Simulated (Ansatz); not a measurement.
What does this script print? It uses the Ansatz DFT code, driven from Python.

`input.yaml`
```yaml
crystal:
  periodic: [false, false, false]
  atoms:
    - { symbol: "N", position_ang: [0.7197, -2.3249, 0.8863] }
    - { symbol: C, position_ang: [0.3976, -1.221, 0.4855] }
    - { symbol: Si, position_ang: [-0.0497, 0.501, -0.1465] }
    - { symbol: Br, position_ang: [-1.9568, 0.5033, -1.0725] }
    - { symbol: H, position_ang: [0.9615, 0.9648, -1.1702] }
    - { symbol: H, position_ang: [-0.0303, 1.5128, 0.9712] }
basis:
  gaussian:
    orbitals: def2-SVP
    point_charges: [{ charge: -0.5, position_ang: [0.0, 0.0, 5.97] }]
hamiltonian:
  xc: { name: B97M-V }
output:
  forces: true
```

`deck.py`
```python
"""Run CH2BrNSi from an input written out key by key."""

import ansatz as az
import numpy as np


def main() -> None:
    session = az.Session.from_deck("input.yaml")
    summary = session.plan(threads=1).execute().report

    print("reference energy %16.6f eV" % summary["reference_energy_ev"])
    print("total energy     %16.6f eV" % summary["free_energy_ev"])
    print("occupied orbitals outside the frozen core (up, down):", summary["n_occupied"], " frozen:", summary["n_frozen"], " virtual:", summary["n_virtual"])
    symbols = ["N", "C", "Si", "Br", "H", "H"]
    field = summary["mean_field"]
    print("<S^2> =", round(abs(field["state"]["spin_squared"]), 4), " all-electron relativity setting:", field["relativity"])
    print("passes:", field["passes"])
    if "symmetry" in field:
        print("occupied orbitals by irrep:", field["symmetry"]["occupied"])

    forces = np.array(summary["forces_ev_ang"])
    print("largest force", round(float(np.linalg.norm(forces, axis=1).max()), 4), "eV/A, rms", round(float(np.sqrt((forces ** 2).mean())), 4))
    charges = summary["charge_distribution"]
    dipole = np.array(charges["dipole_moment_e_ang"]) * 4.803205
    print("dipole (D): {:.3f} {:.3f} {:.3f}, length {:.3f}".format(*dipole, np.linalg.norm(dipole)))
    print("atom  Mulliken   Lowdin")
    for symbol, m, l in zip(symbols, charges["mulliken_charges_e"], charges["lowdin_charges_e"]):
        print(f"{symbol:4s} {m:9.3f} {l:8.3f}")


if __name__ == "__main__":
    main()
```

Output of `python deck.py`:
```text
reference energy    -80455.986792 eV
total energy        -80455.986792 eV
occupied orbitals outside the frozen core (up, down): [32, 32]  frozen: 0  virtual: [56, 56]
<S^2> = 0.0  all-electron relativity setting: none
passes: {'evaluations': 15, 'products': 12}
largest force 5.91 eV/A, rms 1.9506
dipole (D): -0.399 2.572 -0.414, length 2.635
atom  Mulliken   Lowdin
N       -0.111    0.104
C       -0.194   -0.304
Si       0.627    0.220
Br      -0.218    0.131
H       -0.069   -0.084
H       -0.035   -0.067
```

What to keep in mind:
- The settings weren't tested for convergence.
- The geometry is a force-field or estimated start, not a minimum of this method, and the basis set is short of its limit.
- The Löwdin charges here are taken after orthogonalising the functions within each atom; they differ from plain Löwdin charges, and their signs can be unphysical.
- Timing: 11 s on 1 thread of Arm Neoverse V1, on a shared host, peak memory 0.22 GiB.

(Lines on the test bed's own set-up are left out of the output.)
